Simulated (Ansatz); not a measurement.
# Ta2N: the cost of one run

Computed with Ansatz 0.2.0 (DFT PBEsol, scalar-relativistic, plane waves, PAW, unless a step's input says otherwise).

40 further runs of the same task are left out: 40 set aside as unsound or not needed. Runs told in other sessions of the task aren't counted.

## (1) The starting structure

It takes space group P-3m1 (No. 164, trigonal). The conventional cell has a = 3.078 Å, b = 3.078 Å, c = 4.824 Å, α = 90.00°, β = 90.00°, γ = 120.00°. Ta (site symmetry 3m) has 3 N at 2.16 Å in its first shell of neighbours. Around N (site symmetry -3m) lie 6 Ta at 2.16 Å.

Structure file:

```
Ta N
1.0
     3.07826    0.00000    0.00000
    -1.53913    2.66585    0.00000
     0.00000    0.00000    4.82393
Ta N
2 1
Direct
  0.66667 0.33333 0.74637
  0.33333 0.66667 0.25363
  0.00000 0.00000 0.00000
```

It goes back to an entry of the Materials Project, which need not be the stable form.

This cell was relaxed beforehand with the same method: volume 13.20 Å³/atom, gap on the mesh none (metal).

## (2) Plan of the line

The energy is mapped over volume and the cell's shape.

The axes are (1) volume per atom: 9 values from 12.140 to 14.251 Å³; (2) c/a of the conventional cell: 9 values from 1.389 to 1.768.

Nothing else is relaxed (fractional coordinates fixed). Energies count from the relaxed crystal. Points are written as (first, second).

## (3) The run at (13.987 Å³, 1.389)

Contents of input.yaml:

```yaml
crystal:
  lattice:
    - [3.2673367344, 0.0, 0.0]
    - [-1.6336683672, 2.8295966147, 0.0]
    - [0.0, 0.0, 4.5386574578]
  atoms:
    - { symbol: Ta, position: [0.6666666667, 0.3333333333, 0.7463700642] }
    - { symbol: Ta, position: [0.3333333333, 0.6666666667, 0.2536299358] }
    - { symbol: "N", position: [0.0, 0.0, 0.0] }
basis:
  ecutwfc: 520.0
kpoints:
  mp_grid: { grid: [18, 18, 10] }
hamiltonian:
  xc: pbesol
  pseudopotentials: { kind: paw, azcp: { folder: soft_1 } }
scf:
  occupations: { method: gaussian, width: 0.15 }
output:
  forces: true
  stress: true
  eigenvalues: true
```

On the command line:

```sh
> ansatz run input.yaml --threads 2 --pin off --max-ram 4096MiB --backend cpu --events-out ev --progress --plain --runs-dir out
```

Q: Estimate wall time and peak memory on 2 threads of Intel Xeon 6975P-C (Granite Rapids), shared host.

About 5.1 s, with a peak of 0.6 GiB.
